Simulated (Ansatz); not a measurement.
The system is YbAl2.

```
CELL_PARAMETERS angstrom
0.00000 3.98653 3.98653
3.98653 0.00000 3.98653
3.98653 3.98653 0.00000
ATOMIC_POSITIONS crystal
Yb 0.50000 0.50000 0.50000
Yb 0.75000 0.75000 0.75000
Al 0.12500 0.12500 0.12500
Al 0.62500 0.12500 0.12500
Al 0.12500 0.12500 0.62500
Al 0.12500 0.62500 0.12500
```

The cell is a database's computed one.

```yaml
Program: Ansatz 0.2.0
Task: relaxation of cell and atoms
Functional: PBEsol
Potentials_or_basis: Ansatz PAW
Cutoff: "420 eV (not typed: the program's choice for these potentials)"
k_mesh: 6 × 6 × 6
Occupations: fermi-dirac, width 0.05 eV
Spin: collinear spin, ferromagnetic start
Starting_moments: "[1.0, 1.0, 0.0, 0.0, 0.0, 0.0] μB"
```

At the start: volume 21.12 Å³/atom.

Question: Where does the relaxation end?

Answer: It ends after 5 steps and the volume is 19.66 Å³/atom (-6.9 %); space group Fd-3m (No. 227, to 0.05 Å); moment 0.00 μB per cell.

The path:
```
step  energy change (eV)  largest force (eV/Å)  volume (Å³)
   1              0.0000                0.0000       126.71
   2             -0.1177                0.0000       115.41
   3             -0.1290                0.0000       118.24
   4             -0.1292                0.0000       117.94
   5             -0.1273                0.0000       117.94
```

Final structure:
```
Yb Al
1.0
     0.00000    3.89238    3.89238
     3.89238    0.00000    3.89238
     3.89238    3.89238    0.00000
Yb Al
2 4
Direct
  0.50000 0.50000 0.50000
  0.75000 0.75000 0.75000
  0.12500 0.12500 0.12500
  0.62500 0.12500 0.12500
  0.12500 0.12500 0.62500
  0.12500 0.62500 0.12500
```

Caveat: the plane-wave basis is chosen anew once the cell has moved, so the energies of steps on either side of that aren't comparable; without U or exact exchange the open f shell lies at the Fermi level, which spoils levels, moments and volumes; the PAW data sets come from PBE, with cores solved anew for the run's functional, which leaves a small shift of forces and pressure; the starting moments weren't kept.
